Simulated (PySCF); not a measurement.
# C2H5BrO: NMR shieldings, spin-spin couplings, relativistic core levels

Wanted: NMR shieldings, spin-spin couplings, relativistic core levels for C2H5BrO (`OCCBr`).

Programs: PySCF 2.14.0, with routines of our own; each step states its level. All values are computed. Atoms count from 0.

### Step 1. The starting structure

9 atoms, charge 0, multiplicity 1; geometry from: GFN2-xTB.

### Step 2. Relaxing the molecule at PBE0-D3(BJ)/def2-SVP

Job settings and geometry (Å):

```
{"job": {"xc": "PBE0", "basis": "def2-SVP", "d3": "d3bj", "grid": 1, "maxiter": 30, "shake": 0.01, "kind": "geom"}, "charge": 0, "multiplicity": 1}
O     -1.568050     0.106760    -0.122080
C     -0.386440    -0.542670    -0.340490
C      0.748030     0.036160     0.471090
Br     1.211840     1.858070    -0.123700
H     -1.486270     1.051250    -0.397080
H     -0.554800    -1.566540    -0.022640
H     -0.099890    -0.542520    -1.404250
H      1.693780    -0.539880     0.353580
H      0.499610     0.122210     1.551840
```

Launch:

```
> OMP_NUM_THREADS=1 python heavy_run.py task.json out
```

One launch serves the whole session: the jobs run in the order shown.

Standard output:

```text
step   0  E = -2727.69781409  max force = 0.030421
step   1  E = -2727.69898657  max force = 0.014387
step   2  E = -2727.69973070  max force = 0.002910
step   3  E = -2727.70004388  max force = 0.003341
step   4  E = -2727.70018736  max force = 0.001592
step   5  E = -2727.70020102  max force = 0.000517
step   6  E = -2727.70020483  max force = 0.000268
optimisation converged
```

It took 23 s on 1 thread of Arm Neoverse V1, shared host; peak memory 0.41 GiB.

Along the way:

```
step  energy from step 0 (eV)  largest force component (eV/Å)
   0                   0.0000                          1.5643
   1                  -0.0319                          0.7398
   2                  -0.0522                          0.1496
   3                  -0.0607                          0.1718
   4                  -0.0646                          0.0819
   5                  -0.0650                          0.0266
   6                  -0.0651                          0.0138
```

Distances of close pairs at the start and the end, largest changes first:

```
  bond  before (Å)  after (Å)  change (Å)
 O0–C1       1.366      1.391      +0.025
 O0–H4       0.987      0.966      -0.021
C2–Br3       1.972      1.952      -0.019
 C1–H5       1.085      1.104      +0.019
 C2–H7       1.114      1.098      -0.016
 C2–H8       1.112      1.098      -0.015
 C1–H6       1.102      1.109      +0.007
 C1–C2       1.510      1.513      +0.003
```

The final coordinates are the input of the step that follows.

| at the end point | value |
| --- | --- |
| point group (found at 0.08 Å tolerance) | C1 |
| rotational constants (GHz, main isotopes) | 11.972, 2.388, 2.108 |
| dipole moment (D) | 1.43 |

### Step 3. NMR shieldings: PBE/pcJ-1 Br:dyall-v2z, spin–orbit

Job settings and geometry (Å):

```
{"job": {"kind": "hnmr", "xc": "PBE", "basis": {"default": "pcJ-1", "Br": "dyall-v2z"}, "rel": "so"}, "charge": 0, "multiplicity": 1}
O     -1.558268     0.285368    -0.206202
C     -0.391190    -0.424263    -0.469249
C      0.724436    -0.118291     0.506264
Br     1.223617     1.766496     0.405073
H     -1.330895     1.224317    -0.224235
H     -0.632072    -1.497012    -0.370045
H     -0.022291    -0.270268    -1.503370
H      1.634711    -0.692470     0.290027
H      0.409173    -0.288235     1.543807
```

Method: PBE/pcJ-1 Br:dyall-v2z GIAO NMR shielding, X2C with spin-orbit coupling, screened-nuclear two-electron part, Gaussian nuclei, gas phase.

Standard output:

```text
spin-free SCF
coarse grid: 35232 points
cycle   1  E = -2760.2150242925  dE =  1.947e-01  |g| = 7.507e-01  |ddm| = 2.314e+00
cycle   2  E = -2759.9551971550  dE =  2.598e-01  |g| = 1.366e+00  |ddm| = 2.112e+00
cycle   3  E = -2760.3011831266  dE = -3.460e-01  |g| = 1.458e-01  |ddm| = 1.739e+00
cycle   4  E = -2760.3043928323  dE = -3.210e-03  |g| = 7.236e-02  |ddm| = 1.837e-01
cycle   5  E = -2760.3054395398  dE = -1.047e-03  |g| = 2.957e-02  |ddm| = 7.298e-02
cycle   6  E = -2760.3056573677  dE = -2.178e-04  |g| = 9.661e-03  |ddm| = 3.683e-02
cycle   7  E = -2760.3056718355  dE = -1.447e-05  |g| = 1.134e-03  |ddm| = 7.953e-03
cycle   8  E = -2760.3056719669  dE = -1.314e-07  |g| = 4.971e-04  |ddm| = 1.128e-03
final grid: 73560 points
cycle   9  E = -2760.3058579479  dE = -8.459e-08  |g| = 1.206e-03  |ddm| = 1.804e-03
cycle  10  E = -2760.3058577934  dE =  1.545e-07  |g| = 1.088e-03  |ddm| = 1.376e-03
cycle  11  E = -2760.3058580312  dE = -2.378e-07  |g| = 3.975e-04  |ddm| = 1.077e-03
cycle  12  E = -2760.3058580657  dE = -3.451e-08  |g| = 8.206e-05  |ddm| = 3.027e-04
cycle  13  E = -2760.3058580675  dE = -1.750e-09  |g| = 2.107e-05  |ddm| = 9.871e-05
converged SCF energy = -2760.3058580675
two-component SCF
cycle   1  E = -2760.2389449413  dE = -2.760e+03  |FDS-SDF| = 2.196e+01
cycle   2  E = -2760.3841241952  dE = -1.452e-01  |FDS-SDF| = 7.929e-03
cycle   3  E = -2760.3841240028  dE =  1.924e-07  |FDS-SDF| = 2.816e-03
cycle   4  E = -2760.3841238121  dE =  1.907e-07  |FDS-SDF| = 2.085e-03
cycle   5  E = -2760.3841244565  dE = -6.444e-07  |FDS-SDF| = 7.398e-04
cycle   6  E = -2760.3841245687  dE = -1.122e-07  |FDS-SDF| = 5.348e-05
cycle   7  E = -2760.3841245690  dE = -2.365e-10  |FDS-SDF| = 2.598e-05
converged, E = -2760.3841245690

Field gradients (au) and densities at the nuclei (bohr^-3)
atom        Vxx        Vyy        Vzz        centre      nuclear mean
  0 O      0.0950     1.7918    -1.8868        311.482        311.472
  1 C     -0.0806    -0.2024     0.2829        126.042        126.040
  2 C     -0.2024    -0.2287     0.4310        126.168        126.166
  3 Br    -3.5479    -4.2203     7.7681      40852.158      40792.225
  4 H     -0.1849    -0.2523     0.4372          0.468          0.468
  5 H     -0.1276    -0.1425     0.2701          0.484          0.484
  6 H     -0.1227    -0.1379     0.2606          0.486          0.486
  7 H     -0.1339    -0.1469     0.2808          0.480          0.480
  8 H     -0.1323    -0.1469     0.2792          0.480          0.480
without picture change
  3 Br                           8.0288                     66306.858

Core orbital energies (eV)
atom   shell        mean    spread
  3 Br 1s       -13300.823   0.000
  3 Br 2s        -1730.066   0.000
  3 Br 3s         -236.735   0.000
  3 Br 4s          -20.024   0.000
  3 Br 2p1/2     -1557.520   0.000
  3 Br 2p3/2     -1510.506   0.081
  3 Br 3p1/2      -176.836   0.000
  3 Br 3p3/2      -170.028   0.250
  3 Br 3d3/2       -66.225   0.254
  3 Br 3d5/2       -65.166   0.342

Shielding tensors (ppm)
atom      isotropic    diamagn.    paramagn.     s11        s22        s33       span
  0 O       293.31      386.81      -93.49     263.11     300.94     315.89      52.78
  1 C       113.65      241.30     -127.65      95.36     106.89     138.69      43.32
  2 C       136.21      246.81     -110.61     100.90     149.18     158.54      57.64
  3 Br     2681.62     2987.09     -305.48    2156.50    2612.89    3275.46    1118.96
  4 H        29.96       30.74       -0.78      18.88      31.30      39.70      20.81
  5 H        27.60       28.09       -0.48      23.79      26.53      32.49       8.70
  6 H        27.43       28.45       -1.02      22.53      26.67      33.07      10.55
  7 H        27.82       29.03       -1.21      21.12      27.06      35.28      14.15
  8 H        27.75       28.87       -1.12      21.08      26.10      36.07      14.99
```

Wall time 34 s (1 thread of Arm Neoverse V1, shared host); peak memory 0.91 GiB.

Key values:

```
                       quantity       value
energy from spin-orbit coupling  -0.0783 Eh
```

Orbitals, density, ELF and potential are computed afterwards from the orbital file.

Frontier orbitals at PBE/dyall-v2z+pcJ-1, with the share of their density that lies nearest to each atom:

```csv
orbital,energy (eV),lies on
HOMO,-6.32,O0 62 %; H6 10 %; Br3 9 %
LUMO,-1.05,"Br3 46 %; C2 32 %; H7, H8 about 7 % each"
```

ELF in a plane through or near 4 of the atoms.

Ten even steps from '0' (0.00) to '9' (1.00):
```
0000000000000000000000000000
0000000000000000000000000000
0000001233332100000000000000
0000234667766420000000000000
0002467888887620013200000000
0014678866788510378740000000
0014688743577302799851000000
0013567755653102699874310000
0001233456764211566788631000
0000000245225765787788641000
0000001464564972256555310000
0000014898646863355200000000
0000037999742369999510000000
0000015898510179999950000000
0000001443100169999960000000
0000000000000037998510000000
0000000000000000110000000000
0000000000000000000000000000
0000000000000000000000000000
0000000000000000000000000000
```
The map spans 8.2 Å across and 8.4 Å up, centred on the molecule. Atoms in the plane (x, y in Å): C1 (0.6, -0.4), C2 (-0.9, -0.2), H4 (1.2, 1.4), H5 (0.9, -1.4).

log10 of the density (e/Å³) in the same plane.

Ten even steps from '0' (-4.0) to '9' (1.7):
```
0000000111110000000000000000
0000112222222211000000000000
0011233344433322110000000000
0122344555554433222210000000
0123445666655444343332100000
1233456677666544555543210000
1234456777766555667654331000
1233455667666555677765432100
0123445666666556678876543100
0122344567777666777776543100
0012334667997777777665432100
0012334667777777776554321000
0012234566666667776543211000
0001234455554556776543210000
0001123344333445555432110000
0000011222222334444321100000
0000000111111222222210000000
0000000000000011111100000000
0000000000000000000000000000
0000000000000000000000000000
```
The map spans 8.2 Å across and 8.4 Å up, centred on the molecule. Atoms in the plane (x, y in Å): C1 (0.6, -0.4), C2 (-0.9, -0.2), H4 (1.2, 1.4), H5 (0.9, -1.4).

On the surface of density 0.002 e/bohr³ the electrostatic potential runs, from the 1st to the 99th percentile, from -1.45 V near O0 to 1.52 V near H4.

### Step 4. Spin-spin couplings: PBE/pcJ-1 Br:dyall-v2z, spin–orbit

The job, as its differences from that of step 3:

```diff
@@ -1,2 +1,2 @@
-{"job": {"kind": "hnmr", "xc": "PBE", "basis": {"default": "pcJ-1", "Br": "dyall-v2z"}, "rel": "so"}, "charge": 0, "multiplicity": 1}
+{"job": {"kind": "hj", "xc": "PBE", "basis": {"default": "pcJ-1", "Br": "dyall-v2z"}, "rel": "so", "atoms": [3]}, "charge": 0, "multiplicity": 1}
 O     -1.558268     0.285368    -0.206202
```

With the program's defaults for keys left out, this is: PBE/pcJ-1 Br:dyall-v2z indirect spin-spin coupling, X2C with spin-orbit coupling, screened-nuclear two-electron part, Gaussian nuclei, gas phase.

Standard output:

```text
spin-free SCF
coarse grid: 35232 points
cycle   1  E = -2760.2150242925  dE =  1.947e-01  |g| = 7.507e-01  |ddm| = 2.314e+00
cycle   2  E = -2759.9551971550  dE =  2.598e-01  |g| = 1.366e+00  |ddm| = 2.112e+00
cycle   3  E = -2760.3011831266  dE = -3.460e-01  |g| = 1.458e-01  |ddm| = 1.739e+00
cycle   4  E = -2760.3043928323  dE = -3.210e-03  |g| = 7.236e-02  |ddm| = 1.837e-01
cycle   5  E = -2760.3054395398  dE = -1.047e-03  |g| = 2.957e-02  |ddm| = 7.298e-02
cycle   6  E = -2760.3056573677  dE = -2.178e-04  |g| = 9.661e-03  |ddm| = 3.683e-02
cycle   7  E = -2760.3056718355  dE = -1.447e-05  |g| = 1.134e-03  |ddm| = 7.953e-03
cycle   8  E = -2760.3056719669  dE = -1.314e-07  |g| = 4.971e-04  |ddm| = 1.128e-03
final grid: 73560 points
cycle   9  E = -2760.3058579479  dE = -8.459e-08  |g| = 1.206e-03  |ddm| = 1.804e-03
cycle  10  E = -2760.3058577934  dE =  1.545e-07  |g| = 1.088e-03  |ddm| = 1.376e-03
cycle  11  E = -2760.3058580312  dE = -2.378e-07  |g| = 3.975e-04  |ddm| = 1.077e-03
cycle  12  E = -2760.3058580657  dE = -3.451e-08  |g| = 8.206e-05  |ddm| = 3.027e-04
cycle  13  E = -2760.3058580675  dE = -1.750e-09  |g| = 2.107e-05  |ddm| = 9.871e-05
converged SCF energy = -2760.3058580675
two-component SCF
cycle   1  E = -2760.2389449413  dE = -2.760e+03  |FDS-SDF| = 2.196e+01
cycle   2  E = -2760.3841241952  dE = -1.452e-01  |FDS-SDF| = 7.929e-03
cycle   3  E = -2760.3841240028  dE =  1.924e-07  |FDS-SDF| = 2.816e-03
cycle   4  E = -2760.3841238121  dE =  1.907e-07  |FDS-SDF| = 2.085e-03
cycle   5  E = -2760.3841244565  dE = -6.444e-07  |FDS-SDF| = 7.398e-04
cycle   6  E = -2760.3841245687  dE = -1.122e-07  |FDS-SDF| = 5.348e-05
cycle   7  E = -2760.3841245690  dE = -2.365e-10  |FDS-SDF| = 2.598e-05
converged, E = -2760.3841245690

Indirect spin-spin couplings
  i        j     bonds      J/Hz   K/1e19 T2/J   anisotropy/Hz
  3  79Br   0  17O    3        5.21      -12.72       -15.9
  3  79Br   1  13C    2        3.56        4.68        24.5
  3  79Br   2  13C    1      -64.17      -84.49        34.6
  3  79Br   4   1H    4       -1.87       -0.62        -8.5
  3  79Br   5   1H    3       15.85        5.25        49.2
  3  79Br   6   1H    3       12.59        4.17         8.7
  3  79Br   7   1H    2       21.19        7.02        29.2
  3  79Br   8   1H    2       24.53        8.12        27.6
```

It took 23 s on 1 thread of Arm Neoverse V1, shared host; peak memory 0.78 GiB.

In short:

| quantity | value |
| --- | --- |
| energy from spin-orbit coupling | -0.0783 Eh |

### Step 5. Relativistic core levels: PBE/pcJ-1 Br:dyall-v2z, spin–orbit

The job, as its differences from that of step 4:

```diff
@@ -1,2 +1,2 @@
-{"job": {"kind": "hj", "xc": "PBE", "basis": {"default": "pcJ-1", "Br": "dyall-v2z"}, "rel": "so", "atoms": [3]}, "charge": 0, "multiplicity": 1}
+{"job": {"kind": "hxps", "xc": "PBE", "basis": {"default": "pcJ-1", "Br": "dyall-v2z"}, "rel": "so", "holes": [[3, "3d"]]}, "charge": 0, "multiplicity": 1}
 O     -1.558268     0.285368    -0.206202
```

Method: PBE/pcJ-1 Br:dyall-v2z core ionisation, delta-SCF with one localised hole, X2C with spin-orbit coupling, screened-nuclear two-electron part, Gaussian nuclei, gas phase.

Standard output:

```text
spin-free SCF
coarse grid: 35232 points
cycle   1  E = -2760.2150242925  dE =  1.947e-01  |g| = 7.507e-01  |ddm| = 2.314e+00
cycle   2  E = -2759.9551971550  dE =  2.598e-01  |g| = 1.366e+00  |ddm| = 2.112e+00
cycle   3  E = -2760.3011831266  dE = -3.460e-01  |g| = 1.458e-01  |ddm| = 1.739e+00
cycle   4  E = -2760.3043928323  dE = -3.210e-03  |g| = 7.236e-02  |ddm| = 1.837e-01
cycle   5  E = -2760.3054395398  dE = -1.047e-03  |g| = 2.957e-02  |ddm| = 7.298e-02
cycle   6  E = -2760.3056573677  dE = -2.178e-04  |g| = 9.661e-03  |ddm| = 3.683e-02
cycle   7  E = -2760.3056718355  dE = -1.447e-05  |g| = 1.134e-03  |ddm| = 7.953e-03
cycle   8  E = -2760.3056719669  dE = -1.314e-07  |g| = 4.971e-04  |ddm| = 1.128e-03
final grid: 73560 points
cycle   9  E = -2760.3058579479  dE = -8.459e-08  |g| = 1.206e-03  |ddm| = 1.804e-03
cycle  10  E = -2760.3058577934  dE =  1.545e-07  |g| = 1.088e-03  |ddm| = 1.376e-03
cycle  11  E = -2760.3058580312  dE = -2.378e-07  |g| = 3.975e-04  |ddm| = 1.077e-03
cycle  12  E = -2760.3058580657  dE = -3.451e-08  |g| = 8.206e-05  |ddm| = 3.027e-04
cycle  13  E = -2760.3058580675  dE = -1.750e-09  |g| = 2.107e-05  |ddm| = 9.871e-05
converged SCF energy = -2760.3058580675
two-component SCF
cycle   1  E = -2760.2389449413  dE = -2.760e+03  |FDS-SDF| = 2.196e+01
cycle   2  E = -2760.3841241952  dE = -1.452e-01  |FDS-SDF| = 7.929e-03
cycle   3  E = -2760.3841240028  dE =  1.924e-07  |FDS-SDF| = 2.816e-03
cycle   4  E = -2760.3841238121  dE =  1.907e-07  |FDS-SDF| = 2.085e-03
cycle   5  E = -2760.3841244565  dE = -6.444e-07  |FDS-SDF| = 7.398e-04
cycle   6  E = -2760.3841245687  dE = -1.122e-07  |FDS-SDF| = 5.348e-05
cycle   7  E = -2760.3841245690  dE = -2.365e-10  |FDS-SDF| = 2.598e-05
converged, E = -2760.3841245690

Field gradients (au) and densities at the nuclei (bohr^-3)
atom        Vxx        Vyy        Vzz        centre      nuclear mean
  0 O      0.0950     1.7918    -1.8868        311.482        311.472
  1 C     -0.0806    -0.2024     0.2829        126.042        126.040
  2 C     -0.2024    -0.2287     0.4310        126.168        126.166
  3 Br    -3.5479    -4.2203     7.7681      40852.158      40792.225
  4 H     -0.1849    -0.2523     0.4372          0.468          0.468
  5 H     -0.1276    -0.1425     0.2701          0.484          0.484
  6 H     -0.1227    -0.1379     0.2606          0.486          0.486
  7 H     -0.1339    -0.1469     0.2808          0.480          0.480
  8 H     -0.1323    -0.1469     0.2792          0.480          0.480
without picture change
  3 Br                           8.0288                     66306.858

Core orbital energies (eV)
atom   shell        mean    spread
  3 Br 1s       -13300.823   0.000
  3 Br 2s        -1730.066   0.000
  3 Br 3s         -236.735   0.000
  3 Br 4s          -20.024   0.000
  3 Br 2p1/2     -1557.520   0.000
  3 Br 2p3/2     -1510.506   0.081
  3 Br 3p1/2      -176.836   0.000
  3 Br 3p3/2      -170.028   0.250
  3 Br 3d3/2       -66.225   0.254
  3 Br 3d5/2       -65.166   0.342

hole in 3d5/2 of atom 3
cycle   1  E = -2757.2270646307  dE = -2.757e+03  |FDS-SDF| = 2.211e+00
cycle   2  E = -2756.9821497720  dE =  2.449e-01  |FDS-SDF| = 2.811e+00
cycle   3  E = -2757.5637115415  dE = -5.816e-01  |FDS-SDF| = 3.579e-01
cycle   4  E = -2757.5760063897  dE = -1.229e-02  |FDS-SDF| = 2.652e-01
cycle   5  E = -2757.5888484593  dE = -1.284e-02  |FDS-SDF| = 5.611e-02
cycle   6  E = -2757.5895122399  dE = -6.638e-04  |FDS-SDF| = 1.720e-02
cycle   7  E = -2757.5895718826  dE = -5.964e-05  |FDS-SDF| = 3.493e-03
cycle   8  E = -2757.5895747330  dE = -2.850e-06  |FDS-SDF| = 6.385e-04
cycle   9  E = -2757.5895748637  dE = -1.306e-07  |FDS-SDF| = 1.399e-04
cycle  10  E = -2757.5895748744  dE = -1.072e-08  |FDS-SDF| = 6.596e-05
converged, E = -2757.5895748744

Core binding energies (eV)
atom   line    delta-SCF   -orbital   splitting
  3 Br 3d5/2      75.965      65.17     1.059
```

It took 23 s on 1 thread of Arm Neoverse V1, shared host; peak memory 0.78 GiB.

In short:

```csv
quantity,value
energy from spin-orbit coupling,-0.0783 Eh
```

### Step 6. NMR shieldings: PBE/pcJ-1 Br:dyall-v2z, non-relativistic

The job, as its differences from that of step 5:

```diff
@@ -1,2 +1,2 @@
-{"job": {"kind": "hxps", "xc": "PBE", "basis": {"default": "pcJ-1", "Br": "dyall-v2z"}, "rel": "so", "holes": [[3, "3d"]]}, "charge": 0, "multiplicity": 1}
+{"job": {"kind": "hnmr", "xc": "PBE", "basis": {"default": "pcJ-1", "Br": "dyall-v2z"}, "rel": "nr"}, "charge": 0, "multiplicity": 1}
 O     -1.558268     0.285368    -0.206202
```

Level: PBE/pcJ-1 Br:dyall-v2z GIAO NMR shielding, non-relativistic, Gaussian nuclei, gas phase.

Standard output:

```text
non-relativistic SCF
coarse grid: 35232 points
cycle   1  E = -2727.9199993051  dE = -2.108e+01  |g| = 2.686e+00  |ddm| = 2.395e+00
cycle   2  E = -2727.6458836340  dE =  2.741e-01  |g| = 1.792e+00  |ddm| = 2.146e+00
cycle   3  E = -2727.7880192696  dE = -1.421e-01  |g| = 1.288e+00  |ddm| = 2.351e+00
cycle   4  E = -2728.0417739197  dE = -2.538e-01  |g| = 1.933e-01  |ddm| = 8.532e-01
cycle   5  E = -2728.0440855849  dE = -2.312e-03  |g| = 6.958e-02  |ddm| = 1.031e-01
cycle   6  E = -2728.0446352911  dE = -5.497e-04  |g| = 2.091e-02  |ddm| = 5.409e-02
cycle   7  E = -2728.0447324972  dE = -9.721e-05  |g| = 5.977e-03  |ddm| = 2.511e-02
cycle   8  E = -2728.0447411649  dE = -8.668e-06  |g| = 2.069e-03  |ddm| = 6.130e-03
final grid: 73560 points
cycle   9  E = -2728.0447233275  dE =  2.271e-06  |g| = 3.872e-03  |ddm| = 5.257e-03
cycle  10  E = -2728.0447139959  dE =  9.332e-06  |g| = 7.622e-03  |ddm| = 9.006e-03
cycle  11  E = -2728.0447265351  dE = -1.254e-05  |g| = 6.238e-04  |ddm| = 6.107e-03
cycle  12  E = -2728.0447266161  dE = -8.105e-08  |g| = 4.510e-05  |ddm| = 5.356e-04
cycle  13  E = -2728.0447266166  dE = -4.520e-10  |g| = 1.131e-05  |ddm| = 6.092e-05
converged SCF energy = -2728.0447266166
check of the scalar solution
cycle   1  E = -2728.0447266166  dE = -2.728e+03  |FDS-SDF| = 1.131e-05
cycle   2  E = -2728.0447266165  dE =  4.502e-11  |FDS-SDF| = 1.783e-05
converged, E = -2728.0447266165

Field gradients (au) and densities at the nuclei (bohr^-3)
atom        Vxx        Vyy        Vzz        centre      nuclear mean
  0 O      0.0927     1.7906    -1.8833        308.878        308.864
  1 C     -0.0797    -0.2033     0.2830        125.462        125.459
  2 C     -0.2035    -0.2293     0.4329        125.586        125.584
  3 Br    -3.3351    -3.9680     7.3031      29281.144      29257.305
  4 H     -0.1850    -0.2524     0.4374          0.468          0.468
  5 H     -0.1276    -0.1425     0.2702          0.484          0.484
  6 H     -0.1228    -0.1379     0.2607          0.486          0.486
  7 H     -0.1337    -0.1470     0.2807          0.480          0.480
  8 H     -0.1321    -0.1470     0.2792          0.480          0.480

Core orbital energies (eV)
atom   shell        mean    spread
  3 Br 1s       -13086.437   0.000
  3 Br 2s        -1680.377   0.000
  3 Br 3s         -228.532   0.000
  3 Br 4s          -19.416   0.000
  3 Br 2p        -1514.589   0.123
  3 Br 3p         -170.553   0.388
  3 Br 3d          -67.235   0.377

Shielding tensors (ppm)
atom      isotropic    diamagn.    paramagn.     s11        s22        s33       span
  0 O       291.18      388.91      -97.73     260.51     300.29     312.76      52.25
  1 C       111.59      242.16     -130.56      92.75     105.54     136.49      43.74
  2 C       126.83      247.53     -120.70      89.58     139.03     151.87      62.29
  3 Br     2368.82     3122.91     -754.09    1820.30    2264.08    3022.08    1201.78
  4 H        29.92       30.76       -0.84      18.85      31.20      39.70      20.85
  5 H        27.46       28.07       -0.62      22.95      26.79      32.62       9.67
  6 H        27.56       28.44       -0.87      22.55      26.91      33.24      10.69
  7 H        27.79       28.97       -1.18      20.98      27.01      35.38      14.40
  8 H        27.74       28.81       -1.08      21.07      26.04      36.10      15.04
```

Wall time 9.9 s (1 thread of Arm Neoverse V1, shared host); peak memory 0.91 GiB.

[end of part 1 of 2]
